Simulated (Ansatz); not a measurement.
# C2H2FI: how energies converge with the basis set

One table from this session's results is given with a row withheld; the runs are named, their logs left out.

Program: Ansatz 0.2.0, Gaussian basis. Level of theory: one geometry, several basis sets. These are calculated values, not measurements.

Levels to be run: PBE0-D4/def2-SVP; ωB97M-V/def2-SVP; PBE0-D4/def2-QZVPP; ωB97M-V/def2-QZVPP; the functionals' def2-TZVPP values are taken from earlier runs.

### Structure used throughout

An earlier PBE0-D4 in a triple-zeta def2 set relaxation fixed the geometry. I takes the def2 core potential; no spin-orbit term is included.

SMILES `C=C(F)I`, 6 atoms, charge 0, spin multiplicity 1.

Atoms are counted from 1 here; the program's logs count them from 0.

Bond lengths: C1–C2 1.318 Å, C1–H5 1.083 Å, C1–H6 1.079 Å, C2–F3 1.327 Å, C2–I4 2.077 Å. Angles: C2–C1–H5 119.5°, C2–C1–H6 120.8°, H5–C1–H6 119.7°, C1–C2–F3 122.3°, C1–C2–I4 125.3°, F3–C2–I4 112.5°.

Set-up of the first run:

in.yaml

```yaml
crystal:
  periodic: [false, false, false]
  atoms:
    - {symbol: C, position_ang: [0.560293, 0.096159, 0.562076]}
    - {symbol: C, position_ang: [-0.445911, -0.003152, -0.283368]}
    - {symbol: F, position_ang: [-1.642435, 0.508485, -0.023482]}
    - {symbol: I, position_ang: [-0.370014, -0.947574, -2.132202]}
    - {symbol: H, position_ang: [0.416756, 0.611085, 1.504490]}
    - {symbol: H, position_ang: [1.523311, -0.328901, 0.326285]}
basis:
  gaussian: {orbitals: def2-SVP}
hamiltonian: {xc: pbe0, dispersion: d4}
output: {orbitals: {seedname: orbitals}}
```

Steps of the session up to this table: PBE0-D4 in def2-SVP; ωB97M-V in def2-SVP; PBE0-D4 in def2-QZVPP; ωB97M-V in def2-QZVPP.

One of the session's tables, all rows but one given; the rest of the session is left out.

It belongs to the step «Density functionals: the series». 

```
functional       basis  HOMO (eV)
   PBE0-D4    def2-SVP      -7.24
   PBE0-D4  def2-TZVPP      -7.31
   PBE0-D4  def2-QZVPP      -7.32
   ωB97M-V    def2-SVP      -9.35
   ωB97M-V  def2-TZVPP          ?
   ωB97M-V  def2-QZVPP      -9.45
```

Estimate the missing values for ωB97M-V, def2-TZVPP.

As computed: HOMO (eV): -9.43. In the column «HOMO (eV)» it lies between ωB97M-V, def2-QZVPP (-9.45) and ωB97M-V, def2-SVP (-9.35).
